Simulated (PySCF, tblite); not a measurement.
# C₂H₁₀GaNSi₂: geometry, infrared bands and NMR shifts

Wanted: the infrared bands and NMR shifts of C₂H₁₀GaNSi₂ (`[SiH3]C#[N+][GaH2-][CH2][SiH3]`), by calculation.

The runs use tblite 0.8.0 and PySCF 2.14.0, with density-fitted response routines of our own; the level of theory stands in each step. All values are computed, except where a source is named. Atoms count from 0, in the outputs and in this text.

## 1. Starting geometry

16 atoms, charge 0, multiplicity 1; geometry from: force field or distance geometry start.

Bonds of the start (Å): Si0–C1 1.82, C1–N2 1.15, N2–Ga3 1.87, Ga3–C4 2.01, C4–Si5 1.87, Si0–H6 1.48, Si0–H7 1.47, Si0–H8 1.47, Ga3–H9 1.62, Ga3–H10 1.60, C4–H11 1.10, C4–H12 1.11, Si5–H13 1.46, Si5–H14 1.48, Si5–H15 1.46.

## 2. Geometry optimisation with GFN2-xTB

Job settings and geometry (Å):

```
{"job": {"kind": "relax", "xc": "GFN2-xTB", "basis": "xTB"}, "charge": 0, "multiplicity": 1}
Si     3.457800     0.857700    -0.636400
C      1.862800    -0.024300    -0.675500
N      0.867800    -0.597500    -0.680400
Ga    -0.778200    -1.486900    -0.713600
C     -1.913200    -0.840200     0.810800
Si    -2.147300     1.007700     0.652600
H      3.259100     2.177000    -0.006100
H      3.939600     1.048800    -2.007500
H      4.437900     0.079800     0.133500
H     -0.527400    -3.076200    -0.532200
H     -1.531200    -1.211000    -2.102000
H     -1.419100    -1.075700     1.768900
H     -2.906600    -1.337100     0.775400
H     -2.977900     1.485000     1.760900
H     -0.834400     1.680800     0.714400
H     -2.797600     1.320900    -0.612900
```

Command:

```bash
$ OMP_NUM_THREADS=1 python probes_run.py task.json out
```

This one command runs all jobs of the session in turn.

**Question.** This job is followed by: GFN2-xTB harmonic vibrations, gas phase; GIAO PBE0/pcSseg-1 NMR shielding, non-relativistic, gas phase. What will the session give for the following? strongest single infrared mode (GFN2-xTB); zero-point energy (GFN2-xTB); ¹³C shifts against TMS (PBE0/pcSseg-1); ¹H shifts against TMS (PBE0/pcSseg-1, means over atoms taken as alike); ²⁹Si shifts against TMS (PBE0/pcSseg-1); ¹⁵N shifts against NH3 (PBE0/pcSseg-1); shieldings of Ga (PBE0/pcSseg-1); surface potential, 1st and 99th percentile.

The runs gave:

| quantity | value |
| --- | --- |
| strongest single infrared mode (GFN2-xTB) | 1738 cm⁻¹, 468 km/mol |
| zero-point energy (GFN2-xTB) | 58.4 kcal/mol |
| ¹³C shifts against TMS (PBE0/pcSseg-1) | 133.8, -17.0 ppm |
| ¹H shifts against TMS (PBE0/pcSseg-1, means over atoms taken as alike) | 4.39, 4.17, 4.11, -0.51 ppm |
| ²⁹Si shifts against TMS (PBE0/pcSseg-1) | -71.8, -95.1 ppm |
| ¹⁵N shifts against NH3 (PBE0/pcSseg-1) | 303.7 ppm |
| shieldings of Ga (PBE0/pcSseg-1) | Ga3 1504.1 ppm |
| surface potential, 1st and 99th percentile | -1.20 V and 2.47 V |

**Reading.** Over 38 steps the energy fell by 0.400 eV; of the close pairs, N2–Ga3 changed most, 1.871 to 1.975 Å. No mode is imaginary among the 42: a minimum at this level. The strongest single mode, at 1738 cm⁻¹, moves mainly H10 and H9. GFN2-xTB is a fitted tight-binding method: band positions and strengths are rough. Its intensities can rank the bands wrongly. At PBE0/pcSseg-1: Shielding is most anisotropic at N2 (span 541 ppm, paramagnetic term -374 ppm). By nearest atom (PBE0/pcSseg-1), the HOMO sits on H9 33 %; C4 29 % and the LUMO on C1 37 %; N2 29 %. Spin-orbit coupling is left out, which matters for shieldings and couplings at and beside the heavy atoms.
